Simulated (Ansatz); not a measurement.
# Te: the cost of one run

Method: DFT PBEsol, scalar-relativistic, plane waves, PAW, in Ansatz 0.2.0.

16 further runs of the same task are left out: 16 set aside as unsound or not needed.

### 1 The system as given

The structure is trigonal, space group R-3m (No. 166). The conventional cell has a = 4.501 Å, b = 4.501 Å, c = 5.330 Å, α = 90.00°, β = 90.00°, γ = 120.00°. Te (site symmetry -3m) has 6 Te at 3.15 Å as nearest neighbours.

As a file:

```xyz
1
Lattice="2.2506 1.2994 1.7768 -2.2506 1.2994 1.7768 0.0000 -2.5988 1.7768" Properties=species:S:1:pos:R:3 pbc="T T T"
Te    0.0000    0.0000    2.6652
```

It goes back to an entry of the Materials Project, which need not be the stable form.

This cell was relaxed beforehand with the same method: volume 31.18 Å³/atom, gap on the mesh none (metal).

### 2 The scan

The energy is mapped over volume and the cell's shape.

- volume per atom: 7 values from 28.68 to 33.67 Å³
- c/a of the conventional cell: 7 values from 1.093 to 1.283

Nothing else is relaxed (symmetry fixes all fractional coordinates). Energies count from the relaxed crystal. Points are written as (first, second).

### 3 Point (32.84 Å³, 1.093)

input.yaml reads:

```yaml
crystal:
  lattice:
    - [2.3519488591, 1.3578983069, 1.7137867353]
    - [-2.3519488591, 1.3578983069, 1.7137867353]
    - [0.0, -2.7157966138, 1.7137867354]
  atoms:
    - { symbol: Te, position: [0.5, 0.5, 0.5] }
basis:
  ecutwfc: 420
kpoints:
  mp_grid: { grid: [15, 15, 15] }
hamiltonian:
  xc: pbesol
  pseudopotentials: { kind: paw }
scf:
  occupations: { method: gaussian, width: 0.15 }
output:
  forces: true
  stress: true
  eigenvalues: true
```

Launch:

```
$ ansatz run input.yaml --threads 1 --pin off --max-ram 2048MiB --backend cpu --events-out ev --progress --plain --runs-dir out
```

Q: Estimate wall time and peak memory on 1 thread of Arm Neoverse N1, shared host.

About 12 s, with a peak of 0.39 GiB.
